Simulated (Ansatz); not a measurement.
# C3H8BNO: up Jacob's ladder to CCSD(T)

The task here is to estimate one member of a computed series from the others.

The runs use Ansatz 0.2.0, Gaussian basis; functionals in def2-TZVPP, the program's frozen cores in correlated methods.

The runs, in order: PBE-D4, r2SCAN-D4, PBE0-D4, B3LYP-D4, ωB97X-V, ωB97M-V, B2PLYP; CCSD(T)/def2-TZVPP; MP2/def2-QZVPP; extrapolation to the limit.

## Structure used throughout

All runs share one geometry, relaxed beforehand with PBE0-D4 in a triple-zeta def2 set.

14 atoms, charge 0, spin multiplicity 1.

Atoms are counted from 1 here; the program's logs count them from 0.

Bond lengths: C1–C2 1.344 Å, C1–H7 1.086 Å, C1–H8 1.083 Å, C2–N3 1.382 Å, C2–B4 1.579 Å, N3–H9 1.005 Å, N3–H10 1.007 Å, B4–C5 1.568 Å, B4–O6 1.357 Å, C5–H11 1.091 Å, C5–H12 1.094 Å, C5–H13 1.098 Å, O6–H14 0.963 Å. Angles: C2–C1–H7 122.7°, C2–C1–H8 121.1°, H7–C1–H8 116.1°, C1–C2–N3 122.9°, C1–C2–B4 120.2°, N3–C2–B4 116.8°, C2–N3–H9 116.5°, C2–N3–H10 117.4°, H9–N3–H10 113.5°, C2–B4–C5 122.0°, C2–B4–O6 120.0°, C5–B4–O6 118.0°, B4–C5–H11 112.2°, B4–C5–H12 112.2°, B4–C5–H13 109.8°, H11–C5–H12 108.7°, H11–C5–H13 107.3°, H12–C5–H13 106.4° and more.

Geometry (Å):

```
C    -1.1047   -0.7271    1.5099
C    -0.3775   -0.6175    0.3853
N     0.1414   -1.7097   -0.2835
B    -0.0765    0.8046   -0.2311
C     1.1929    1.0777   -1.1109
O    -0.9328    1.8344   -0.0115
H    -1.2985   -1.6801    1.9936
H    -1.5045    0.1493    2.0048
H     0.9321   -1.5366   -0.8793
H     0.2018   -2.5783    0.2231
H     1.3417    2.1418   -1.2998
H     2.1037    0.6707   -0.6608
H     1.0832    0.5859   -2.0858
H    -1.7152    1.5556    0.4749
```

The first run:

File in.yaml:

```yaml
crystal:
  periodic: [false, false, false]
  atoms:
    - {symbol: C, position_ang: [-1.104703, -0.727062, 1.509903]}
    - {symbol: C, position_ang: [-0.377547, -0.617497, 0.385270]}
    - {symbol: N, position_ang: [0.141375, -1.709672, -0.283457]}
    - {symbol: B, position_ang: [-0.076485, 0.804638, -0.231062]}
    - {symbol: C, position_ang: [1.192880, 1.077732, -1.110860]}
    - {symbol: O, position_ang: [-0.932791, 1.834447, -0.011548]}
    - {symbol: H, position_ang: [-1.298521, -1.680125, 1.993565]}
    - {symbol: H, position_ang: [-1.504485, 0.149264, 2.004818]}
    - {symbol: H, position_ang: [0.932108, -1.536599, -0.879300]}
    - {symbol: H, position_ang: [0.201846, -2.578314, 0.223122]}
    - {symbol: H, position_ang: [1.341683, 2.141765, -1.299826]}
    - {symbol: H, position_ang: [2.103711, 0.670652, -0.660779]}
    - {symbol: H, position_ang: [1.083213, 0.585869, -2.085838]}
    - {symbol: H, position_ang: [-1.715185, 1.555604, 0.474891]}
basis:
  gaussian: {orbitals: def2-TZVPP}
hamiltonian: {xc: pbe, dispersion: d4}
output: {forces: true, orbitals: {seedname: orbitals}}
```

Run with:

```sh
$ ansatz run in.yaml --threads 4 --pin off --events-out ev --progress --plain --max-ram 10444MiB
```

Steps of the session up to this table: PBE-D4 (GGA); r2SCAN-D4 (meta-GGA); PBE0-D4 (hybrid); B3LYP-D4 (hybrid); ωB97X-V (range-separated); ωB97M-V (range-separated); B2PLYP (double hybrid); CCSD(T) in def2-TZVPP; MP2 in def2-QZVPP.

One of the session's tables, all rows but one given; the rest of the session is left out.

It belongs to the step «Atomisation energies». 

| method | atomisation energy (kJ/mol) |
| --- | --- |
| PBE-D4 | 5890.3 |
| r2SCAN-D4 | 5756.4 |
| PBE0-D4 | 5774.1 |
| B3LYP-D4 | ? |
| ωB97X-V | 5736.8 |
| ωB97M-V | 5758.9 |
| B2PLYP | 5689.4 |
| HF/def2-TZVPP | 4180.8 |
| MP2/def2-TZVPP | 5683.0 |
| CCSD/def2-TZVPP | 5489.6 |
| CCSD(T)/def2-TZVPP | 5576.9 |
| MP2/CBS | 5825.7 |
| CCSD(T)/CBS | 5719.6 |

Estimate the missing values for B3LYP-D4.

As computed: atomisation energy (kJ/mol): 5754.3. In the column «atomisation energy (kJ/mol)» it lies between ωB97X-V (5736.8) and r2SCAN-D4 (5756.4).

Caveats from the session: Free atoms (3 C, 1 N, 1 B, 1 O, 8 H) were run apart at each level; the atomisation energy is their sum less the molecule, without zero-point or spin-orbit terms.
